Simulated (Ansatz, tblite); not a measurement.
# (Br2In-mu-SH)3 (Br₆H₃In₃S₃): one state, many levels

How do method and basis change the picture of (Br2In-mu-SH)3 (Br₆H₃In₃S₃) (singlet)?

Program: Ansatz 0.2.0, Gaussian basis. Level of theory: as each input shows. These are calculated values, not measurements.

Levels to be run: GFN1-xTB, GFN2-xTB, PBE-D4/def2-TZVP, r2SCAN-D4/def2-TZVP, CAM-B3LYP-D4/def2-TZVP, BHLYP-D4/def2-TZVP, B3LYP-D4/def2-TZVP, PBE-D4/def2-SVP, PBE0-D4/def2-SVP, MP2/def2-TZVP, RPA/def2-TZVP.

2 further runs of the same task are left out: 1 that didn't finish, 1 set aside as unsound or not needed. Runs told in other sessions of the task aren't counted.

### Step 1. The structure

The singlet was relaxed beforehand with PBE-D4/def2-SVP.

15 atoms, charge 0, spin multiplicity 1.

Bond lengths: In1–Br2 2.493 Å, In1–Br3 2.512 Å, In1–S4 2.584 Å, In1–S12 2.584 Å, S4–In5 2.609 Å, S4–H13 1.366 Å, In5–Br6 2.504 Å, In5–Br7 2.502 Å, In5–S8 2.589 Å, S8–In9 2.586 Å, S8–H14 1.372 Å, In9–Br10 2.504 Å, In9–Br11 2.502 Å, In9–S12 2.610 Å, S12–H15 1.366 Å. Angles: Br2–In1–Br3 121.4°, Br2–In1–S4 111.2°, Br2–In1–S12 110.3°, Br3–In1–S4 107.8°, Br3–In1–S12 109.5°, S4–In1–S12 92.8°, In1–S4–In5 102.1°, In1–S4–H13 94.1°, In5–S4–H13 90.3°, S4–In5–Br6 105.9°, S4–In5–Br7 101.9°, S4–In5–S8 114.6°, Br6–In5–Br7 123.9°, Br6–In5–S8 102.7°, Br7–In5–S8 108.4°, In5–S8–In9 111.9°, In5–S8–H14 90.4°, In9–S8–H14 90.4° and more.

In takes a core potential in the def2 sets. No spin-orbit coupling is included.

PBE0-D4/def2-TZVP was run before; its log isn't repeated, and its numbers join the tables.

### Step 2. GFN1-xTB

Tight binding, by tblite at 300 K electronic temperature and without a spin-polarisation term:

```python
tblite.interface.Calculator('GFN1-xTB', numbers, positions, charge=0, uhf=0).singlepoint()
```

Energy -1117.2592 eV, HOMO -11.18 eV, LUMO -7.93 eV; 0.053 s.

### Step 3. GFN2-xTB

Tight binding, by tblite at 300 K electronic temperature and without a spin-polarisation term:

```python
tblite.interface.Calculator('GFN2-xTB', numbers, positions, charge=0, uhf=0).singlepoint()
```

Energy -1086.7364 eV, HOMO -12.20 eV, LUMO -9.68 eV; 0.074 s.

### Step 4. PBE-D4/def2-TZVP

start.molden holds the orbitals of an earlier run on this state, given as this run's starting guess.

Contents of in.yaml:

```yaml
crystal:
  periodic: [false, false, false]
  atoms:
    - {symbol: In, position_ang: [2.193888, -0.621505, -0.275327]}
    - {symbol: Br, position_ang: [4.379224, -1.720165, -0.754903]}
    - {symbol: Br, position_ang: [2.063516, 1.513588, 1.041600]}
    - {symbol: S, position_ang: [0.812728, -0.302150, -2.435213]}
    - {symbol: In, position_ang: [-0.986063, 1.430819, -1.681360]}
    - {symbol: Br, position_ang: [-3.172577, 0.566398, -2.543500]}
    - {symbol: Br, position_ang: [0.042599, 3.592726, -2.408791]}
    - {symbol: S, position_ang: [-1.381493, 1.533781, 0.875221]}
    - {symbol: In, position_ang: [-1.141114, -0.791498, 1.981710]}
    - {symbol: Br, position_ang: [-3.413557, -1.798576, 1.680605]}
    - {symbol: Br, position_ang: [-0.035982, -0.555179, 4.213792]}
    - {symbol: S, position_ang: [0.519972, -2.336669, 0.691812]}
    - {symbol: H, position_ang: [1.600237, 0.709798, -2.906730]}
    - {symbol: H, position_ang: [-2.723134, 1.317209, 0.687074]}
    - {symbol: H, position_ang: [1.241757, -2.538587, 1.834009]}
basis:
  gaussian: {orbitals: def2-TZVP, fitting: {mean_field: def2-universal-jkfit}, initial_orbitals: start.molden}
hamiltonian: {xc: pbe, dispersion: d4}
scf: {omitted_lower_state_checks: [starts]}
output: {forces: true, orbitals: {seedname: orbitals}}
```

The run is started by

```sh
$ ansatz run in.yaml --threads 2 --pin off --events-out ev --progress --plain --max-ram 32768MiB --backend cuda --devices 0, --max-vram 18GiB
```

Standard output, shortened:

```text
Functional definition: PBE
  name "PBE"
  cite "Perdew, Burke & Ernzerhof, Phys. Rev. Lett. 77, 3865 (1996) doi:10.1103/PhysRevLett.77.3865"
  parent pbe
[...]
2688 factors; integrals over basis functions are off by at most 5.5e-1 eV
[...]
mean field -468292.99196833 eV, -17209.4500344455 hartree, gradient 2.8e-5 eV, S^2 0.000000; 0 other end points of the search recorded, 0 dependent functions left out
[...]
reference -468292.99204261 eV, -17209.4500371752 hartree; 162, 162 occupied and 405, 405 virtual orbitals, 2688 factors
Total energy: -468294.13440401 eV, -17209.4920181826 hartree
Atom 0 at     2.193888    -0.621505    -0.275327 Å, force    -0.003926    -0.028100    -0.015848 eV/Å
Atom 1 at     4.379224    -1.720165    -0.754903 Å, force    -0.184731     0.091528     0.039572 eV/Å
Atom 2 at     2.063516     1.513588     1.041600 Å, force     0.045492    -0.142801    -0.090177 eV/Å
Atom 3 at     0.812728    -0.302150    -2.435213 Å, force     0.082539     0.211284     0.074515 eV/Å
Atom 4 at    -0.986063     1.430819    -1.681360 Å, force    -0.020120     0.021349    -0.012147 eV/Å
Atom 5 at    -3.172577     0.566398    -2.543500 Å, force     0.160244     0.053650     0.058814 eV/Å
Atom 6 at     0.042599     3.592726    -2.408791 Å, force    -0.077434    -0.155772     0.057389 eV/Å
Atom 7 at    -1.381493     1.533781     0.875221 Å, force    -0.168955    -0.171006    -0.106320 eV/Å
Atom 8 at    -1.141114    -0.791498     1.981710 Å, force    -0.019201     0.004050     0.022224 eV/Å
Atom 9 at    -3.413557    -1.798576     1.680605 Å, force     0.164438     0.067717     0.018514 eV/Å
Atom 10 at    -0.035982    -0.555179     4.213792 Å, force    -0.085079    -0.015481    -0.166038 eV/Å
Atom 11 at     0.519972    -2.336669     0.691812 Å, force     0.102590     0.130860     0.175132 eV/Å
Atom 12 at     1.600237     0.709798    -2.906730 Å, force    -0.107641    -0.138642     0.089681 eV/Å
Atom 13 at    -2.723134     1.317209     0.687074 Å, force     0.211271     0.021180     0.020454 eV/Å
Atom 14 at     1.241757    -2.538587     1.834009 Å, force    -0.099489     0.050183    -0.165765 eV/Å
Dipole moment:     0.214993    -0.208942    -0.148922 e Å
Checks for a lower state left out: starts
```

It took 6.5 s on 1 × H100 (card shared with other runs) with 2 threads of AMD EPYC 7R13, shared host; peak host memory 1 GiB.

Report: HOMO -7.21 eV, LUMO -4.01 eV.

### Step 5. r2SCAN-D4/def2-TZVP

in.yaml: that of step 4 with these lines changed.

```diff
@@ -20,4 +20,4 @@
   gaussian: {orbitals: def2-TZVP, fitting: {mean_field: def2-universal-jkfit}, initial_orbitals: start.molden}
-hamiltonian: {xc: pbe, dispersion: d4}
+hamiltonian: {xc: r2scan, dispersion: d4}
 scf: {omitted_lower_state_checks: [starts]}
-output: {forces: true, orbitals: {seedname: orbitals}}
+output: {orbitals: {seedname: orbitals}}
```

Launched as before.

Standard output:

```text
Functional definition: r2SCAN
  name "r2SCAN"
  cite "Furness, Kaplan, Ning, Perdew & Sun, J. Phys. Chem. Lett. 11, 8208 (2020) doi:10.1021/acs.jpclett.0c02405"
  cite "Furness, Kaplan, Ning, Perdew & Sun, J. Phys. Chem. Lett. 11, 9248 (2020) doi:10.1021/acs.jpclett.0c03077"
  parent r2scan
  parameter k0 = 0.174
  parameter k1 = 0.065
  parameter a1 = 4.9479
  exchange = r2scan_x(k0 = k0, k1 = k1, a1 = a1)
  correlation = r2scan_c
these checks for a lower state are left out or cut short: starts
2688 factors; integrals over basis functions are off by at most 5.5e-1 eV
mean field evaluation 1: about -468371.6809 eV, gradient 1.9e1 eV
mean field evaluation 2: about -468371.8370 eV, gradient 2.6e-1 eV
mean field evaluation 4: about -468371.8231 eV, gradient 6.8e-4 eV
mean field -468371.82307383 eV, -17212.3470241390 hartree, gradient 1.1e-5 eV, S^2 0.000000; 0 other end points of the search recorded, 0 dependent functions left out
reference -468371.82309457 eV, -17212.3470249013 hartree; 162, 162 occupied and 405, 405 virtual orbitals, 2688 factors
Total energy: -468372.12938454 eV, -17212.3582808499 hartree
Checks for a lower state left out: starts
```

It took 7 s on 1 × H100 (card shared with other runs) with 2 threads of AMD EPYC 7R13, shared host; peak host memory 1 GiB.

Report: HOMO -7.57 eV, LUMO -3.90 eV.

### Step 6. CAM-B3LYP-D4/def2-TZVP

in.yaml: that of step 5 with these lines changed.

```diff
@@ -20,3 +20,3 @@
   gaussian: {orbitals: def2-TZVP, fitting: {mean_field: def2-universal-jkfit}, initial_orbitals: start.molden}
-hamiltonian: {xc: r2scan, dispersion: d4}
+hamiltonian: {xc: {name: CAM-B3LYP}, dispersion: d4}
 scf: {omitted_lower_state_checks: [starts]}
```

Launched as before.

Standard output, shortened:

```text
Functional definition: CAM-B3LYP
  name "CAM-B3LYP"
  cite "Yanai, Tew & Handy, Chem. Phys. Lett. 393, 51 (2004) doi:10.1016/j.cplett.2004.06.011"
  cite "Iikura, Tsuneda, Yanai & Hirao, J. Chem. Phys. 115, 3540 (2001) doi:10.1063/1.1383587"
  cite "Becke, Phys. Rev. A 38, 3098 (1988) doi:10.1103/PhysRevA.38.3098"
  cite "Lee, Yang & Parr, Phys. Rev. B 37, 785 (1988) doi:10.1103/PhysRevB.37.785"
  cite "Vosko, Wilk & Nusair, Can. J. Phys. 58, 1200 (1980) doi:10.1139/p80-159"
[...]
  # Exact exchange under (alpha + beta erf(omega r))/r, Becke's under what is left of 1/r.
[...]
2688 factors; integrals over basis functions are off by at most 5.5e-1 eV
2688 factors; integrals over basis functions are off by at most 1.5e-6 eV
[...]
mean field -468389.20917948 eV, -17212.9859517370 hartree, gradient 7.0e-6 eV, S^2 0.000000; 0 other end points of the search recorded, 0 dependent functions left out
reference -468389.20939453 eV, -17212.9859596401 hartree; 162, 162 occupied and 405, 405 virtual orbitals, 2688 factors
Total energy: -468390.35748481 eV, -17213.0281511794 hartree
Checks for a lower state left out: starts
```

Wall time 8 s (1 × H100 (card shared with other runs) with 2 threads of AMD EPYC 7R13, shared host); peak host memory 1 GiB.

Report: HOMO -9.79 eV, LUMO -2.38 eV.

### Step 7. BHLYP-D4/def2-TZVP

in.yaml: that of step 6 with these lines changed.

```diff
@@ -20,3 +20,3 @@
   gaussian: {orbitals: def2-TZVP, fitting: {mean_field: def2-universal-jkfit}, initial_orbitals: start.molden}
-hamiltonian: {xc: {name: CAM-B3LYP}, dispersion: d4}
+hamiltonian: {xc: {name: BHLYP}, dispersion: d4}
 scf: {omitted_lower_state_checks: [starts]}
```

The command is unchanged.

Standard output:

```text
Functional definition: BHLYP
  name "BHLYP"
  cite "Becke, J. Chem. Phys. 98, 1372 (1993) doi:10.1063/1.464304"
  cite "Becke, Phys. Rev. A 38, 3098 (1988) doi:10.1103/PhysRevA.38.3098"
  cite "Lee, Yang & Parr, Phys. Rev. B 37, 785 (1988) doi:10.1103/PhysRevB.37.785"
  parameter a = 0.5
  exchange = (1 - a)*b88_x + a*exact_x
  correlation = lyp_c
these checks for a lower state are left out or cut short: starts
2688 factors; integrals over basis functions are off by at most 5.5e-1 eV
mean field evaluation 1: about -468361.6659 eV, gradient 2.1e1 eV
mean field evaluation 2: about -468361.9454 eV, gradient 4.6e-1 eV
mean field evaluation 4: about -468361.9535 eV, gradient 2.5e-2 eV
mean field -468361.95351024 eV, -17211.9843243668 hartree, gradient 2.4e-5 eV, S^2 0.000000; 0 other end points of the search recorded, 0 dependent functions left out
reference -468361.95380883 eV, -17211.9843353399 hartree; 162, 162 occupied and 405, 405 virtual orbitals, 2688 factors
Total energy: -468363.87047797 eV, -17212.0547716318 hartree
Checks for a lower state left out: starts
```

It took 7 s on 1 × H100 (card shared with other runs) with 2 threads of AMD EPYC 7R13, shared host; peak host memory 0.99 GiB.

From the report: HOMO -9.59 eV, LUMO -2.43 eV.

### Step 8. B3LYP-D4/def2-TZVP

in.yaml: that of step 7 with these lines changed.

```diff
@@ -20,3 +20,3 @@
   gaussian: {orbitals: def2-TZVP, fitting: {mean_field: def2-universal-jkfit}, initial_orbitals: start.molden}
-hamiltonian: {xc: {name: BHLYP}, dispersion: d4}
+hamiltonian: {xc: {name: B3LYP}, dispersion: d4}
 scf: {omitted_lower_state_checks: [starts]}
```

The command is unchanged.

Standard output, shortened:

```text
Functional definition: B3LYP
  name "B3LYP"
  cite "Stephens, Devlin, Chabalowski & Frisch, J. Phys. Chem. 98, 11623 (1994) doi:10.1021/j100096a001"
  cite "Becke, Phys. Rev. A 38, 3098 (1988) doi:10.1103/PhysRevA.38.3098"
  cite "Lee, Yang & Parr, Phys. Rev. B 37, 785 (1988) doi:10.1103/PhysRevB.37.785"
  cite "Vosko, Wilk & Nusair, Can. J. Phys. 58, 1200 (1980) doi:10.1139/p80-159"
[...]
2688 factors; integrals over basis functions are off by at most 5.5e-1 eV
[...]
mean field -468380.96274898 eV, -17212.6829010057 hartree, gradient 1.1e-5 eV, S^2 0.000000; 0 other end points of the search recorded, 0 dependent functions left out
reference -468380.96319099 eV, -17212.6829172492 hartree; 162, 162 occupied and 405, 405 virtual orbitals, 2688 factors
Total energy: -468382.82693551 eV, -17212.7514085972 hartree
Checks for a lower state left out: starts
```

Wall time 6 s (1 × H100 (card shared with other runs) with 2 threads of AMD EPYC 7R13, shared host); peak host memory 0.98 GiB.

HOMO -8.21 eV, LUMO -3.52 eV.

### Step 9. PBE-D4/def2-SVP

in.yaml: that of step 8 with these lines changed.

```diff
@@ -19,4 +19,4 @@
 basis:
-  gaussian: {orbitals: def2-TZVP, fitting: {mean_field: def2-universal-jkfit}, initial_orbitals: start.molden}
-hamiltonian: {xc: {name: B3LYP}, dispersion: d4}
+  gaussian: {orbitals: def2-SVP, initial_orbitals: start.molden}
+hamiltonian: {xc: pbe, dispersion: d4}
 scf: {omitted_lower_state_checks: [starts]}
```

Launched as before.

Standard output:

```text
Functional definition: PBE
  name "PBE"
  cite "Perdew, Burke & Ernzerhof, Phys. Rev. Lett. 77, 3865 (1996) doi:10.1103/PhysRevLett.77.3865"
  parent pbe
  parameter kappa = 0.804
  parameter beta = 0.06672455060314922
  exchange = pbe_x(kappa = kappa, mu = beta*pi^2/3)
  correlation = pbe_c(beta = beta)
these checks for a lower state are left out or cut short: starts
3807 factors; their error is unknown
mean field evaluation 1: about -468229.7196 eV, gradient 3.7e1 eV
mean field evaluation 2: about -468230.4530 eV, gradient 1.1e0 eV
mean field evaluation 4: about -468230.1036 eV, gradient 1.3e-1 eV
mean field -468230.10357573 eV, -17207.1389286449 hartree, gradient 3.2e-5 eV, S^2 0.000000; 0 other end points of the search recorded, 0 dependent functions left out
reference -468230.10364861 eV, -17207.1389313232 hartree; 162, 162 occupied and 177, 177 virtual orbitals, 3807 factors
Total energy: -468231.24601002 eV, -17207.1809123306 hartree
Checks for a lower state left out: starts
```

Wall time 2.9 s (1 × H100 (card shared with other runs) with 2 threads of AMD EPYC 7R13, shared host); peak host memory 1 GiB.

HOMO -7.05 eV, LUMO -3.90 eV.

### Step 10. PBE0-D4/def2-SVP

in.yaml: that of step 9 with these lines changed.

```diff
@@ -20,3 +20,3 @@
   gaussian: {orbitals: def2-SVP, initial_orbitals: start.molden}
-hamiltonian: {xc: pbe, dispersion: d4}
+hamiltonian: {xc: pbe0, dispersion: d4}
 scf: {omitted_lower_state_checks: [starts]}
```

Same command.

Standard output:

```text
Functional definition: PBE0
  name "PBE0"
  cite "Adamo & Barone, J. Chem. Phys. 110, 6158 (1999) doi:10.1063/1.478522"
  cite "Perdew, Burke & Ernzerhof, Phys. Rev. Lett. 77, 3865 (1996) doi:10.1103/PhysRevLett.77.3865"
  parent pbe
  parameter a = 0.25
  parameter kappa = 0.804
  parameter beta = 0.06672455060314922
  exchange = (1 - a)*pbe_x(kappa = kappa, mu = beta*pi^2/3) + a*exact_x
  correlation = pbe_c(beta = beta)
these checks for a lower state are left out or cut short: starts
3471 factors; integrals over basis functions are off by at most 1.3e-3 eV
mean field evaluation 1: about -468247.1850 eV, gradient 3.3e1 eV
mean field evaluation 2: about -468247.5393 eV, gradient 5.3e-1 eV
mean field evaluation 4: about -468247.6388 eV, gradient 1.2e-3 eV
mean field -468247.63880174 eV, -17207.7833363149 hartree, gradient 1.6e-5 eV, S^2 0.000000; 0 other end points of the search recorded, 0 dependent functions left out
reference -468247.63885605 eV, -17207.7833383109 hartree; 162, 162 occupied and 177, 177 virtual orbitals, 3471 factors
Total energy: -468248.68503011 eV, -17207.8217844984 hartree
Checks for a lower state left out: starts
```

Run time: 6 s. Hardware: 1 × H100 (card shared with other runs) with 2 threads of AMD EPYC 7R13, shared host; peak host memory 1 GiB.

Report: HOMO -8.40 eV, LUMO -3.21 eV.

### Step 11. MP2/def2-TZVP

in.yaml: that of step 10 with these lines changed.

```diff
@@ -19,4 +19,4 @@
 basis:
-  gaussian: {orbitals: def2-SVP, initial_orbitals: start.molden}
-hamiltonian: {xc: pbe0, dispersion: d4}
+  gaussian: {orbitals: def2-TZVP, initial_orbitals: start.molden}
+correlation: {method: mp2}
 scf: {omitted_lower_state_checks: [starts]}
```

Same command.

Standard output:

```text
Functional definition: HF
  name "HF"
  cite "Fock, Z. Phys. 61, 126 (1930) doi:10.1007/BF01340294"
  parent pbe
  exchange = exact_x
  correlation = 0
these checks for a lower state are left out or cut short: starts
4206 factors; integrals over basis functions are off by at most 1.2e-3 eV
mean field evaluation 1: about -467952.4322 eV, gradient 6.9e1 eV
mean field evaluation 2: about -467955.3355 eV, gradient 3.6e0 eV
mean field evaluation 4: about -467955.7132 eV, gradient 1.2e0 eV
mean field evaluation 8: about -467955.7179 eV, gradient 2.9e-4 eV
mean field -467955.71792350 eV, -17197.0554419108 hartree, gradient 5.1e-6 eV, S^2 0.000000; 0 other end points of the search recorded, 0 dependent functions left out
81 core orbitals not correlated: weight in the atoms' cores, before any rotation towards them, 1.000 or more for the frozen orbitals, at most 0.000 for the correlated occupied ones
reference -467955.71792350 eV, -17197.0554419108 hartree; 81, 81 occupied and 405, 405 virtual orbitals, 4206 factors
second order -81.79329946 eV of doubles, -0.00000000 eV of singles
Total energy: -468037.51122296 eV, -17200.0612902245 hartree
Checks for a lower state left out: starts
```

Run time: 10 s. Hardware: 1 × H100 (card shared with other runs) with 2 threads of AMD EPYC 7R13, shared host; peak host memory 1.2 GiB.

Report: Hartree-Fock HOMO -11.37 eV, LUMO 0.11 eV.

### Step 12. RPA/def2-TZVP

in.yaml: that of step 11 with these lines changed.

```diff
@@ -20,4 +20,4 @@
   gaussian: {orbitals: def2-TZVP, initial_orbitals: start.molden}
-correlation: {method: mp2}
+hamiltonian: {xc: pbe}
+correlation: {method: rpa}
 scf: {omitted_lower_state_checks: [starts]}
-output: {orbitals: {seedname: orbitals}}
```

Same command.

Standard output, shortened:

```text
Functional definition: PBE
  name "PBE"
  cite "Perdew, Burke & Ernzerhof, Phys. Rev. Lett. 77, 3865 (1996) doi:10.1103/PhysRevLett.77.3865"
  parent pbe
[...]
4206 factors; integrals over basis functions are off by at most 1.2e-3 eV
[...]
mean field -468292.98544420 eV, -17209.4497946881 hartree, gradient 2.3e-6 eV, S^2 0.000000; 0 other end points of the search recorded, 0 dependent functions left out
81 core orbitals not correlated: weight in the atoms' cores, before any rotation towards them, 1.000 or more for the frozen orbitals, at most 0.000 for the correlated occupied ones
reference -467949.89329830 eV, -17196.8413908827 hartree; 81, 81 occupied and 405, 405 virtual orbitals, 4206 factors
Total energy: -468071.07868898 eV, -17201.2948718478 hartree
Checks for a lower state left out: starts
```

Run time: 12 s. Hardware: 1 × H100 (card shared with other runs) with 2 threads of AMD EPYC 7R13, shared host; peak host memory 3.6 GiB.

### Step 13. Comparison

```
                 level  functions  HOMO (eV)  LUMO (eV)  gap (eV)   time
       PBE-D4/def2-SVP        339      -7.05      -3.90      3.15  2.9 s
      PBE-D4/def2-TZVP        567      -7.21      -4.01      3.19  6.5 s
   r2SCAN-D4/def2-TZVP        567      -7.57      -3.90      3.67    7 s
    B3LYP-D4/def2-TZVP        567      -8.21      -3.52      4.68    6 s
      PBE0-D4/def2-SVP        339      -8.40      -3.21      5.18    6 s
     PBE0-D4/def2-TZVP        567      -8.49      -3.27      5.22  9.5 s
    BHLYP-D4/def2-TZVP        567      -9.59      -2.43      7.16    7 s
CAM-B3LYP-D4/def2-TZVP        567      -9.79      -2.38      7.41    8 s
```

The pieces so far (eV):

```
    basis            HF  MP2 correlation               total
def2-TZVP  -467955.7179         -81.7933  -468037.5112 (MP2)
```

### Step 14. Binding energy

Free atoms were run apart at each level; binding is atoms less cluster, divided by the number of atoms, without zero-point or spin-orbit terms.

```
                 level  binding an atom (eV)
          HF/def2-TZVP                 1.871
       PBE-D4/def2-SVP                 2.728
      PBE-D4/def2-TZVP                 2.724
   r2SCAN-D4/def2-TZVP                 2.735
    B3LYP-D4/def2-TZVP                 2.616
      PBE0-D4/def2-SVP                 2.691
     PBE0-D4/def2-TZVP                 2.698
    BHLYP-D4/def2-TZVP                 2.591
CAM-B3LYP-D4/def2-TZVP                 2.613
         MP2/def2-TZVP                 2.682
```

### Step 15. What came out

| quantity | value |
| --- | --- |
| gap in def2-TZVP, named functionals, smallest and largest | 3.19 eV (PBE-D4), 7.41 eV (CAM-B3LYP-D4) |
| correlation energy, MP2/def2-TZVP | -81.79 eV |
| binding an atom, functionals in def2-TZVP | 2.59 (BHLYP-D4) to 2.73 eV (r2SCAN-D4) |
| PBE0 total energy, smallest basis above largest | 62.67 eV (def2-SVP, def2-TZVP) |

**Reading.** Orbital gaps of the named functionals in def2-TZVP span 3.19 eV (PBE-D4) to 7.41 eV (CAM-B3LYP-D4); exact exchange widens it.

The slowest run with a step of its own, RPA/def2-TZVP, took 12 s; the quickest functional in def2-TZVP took 6 s (shared host).
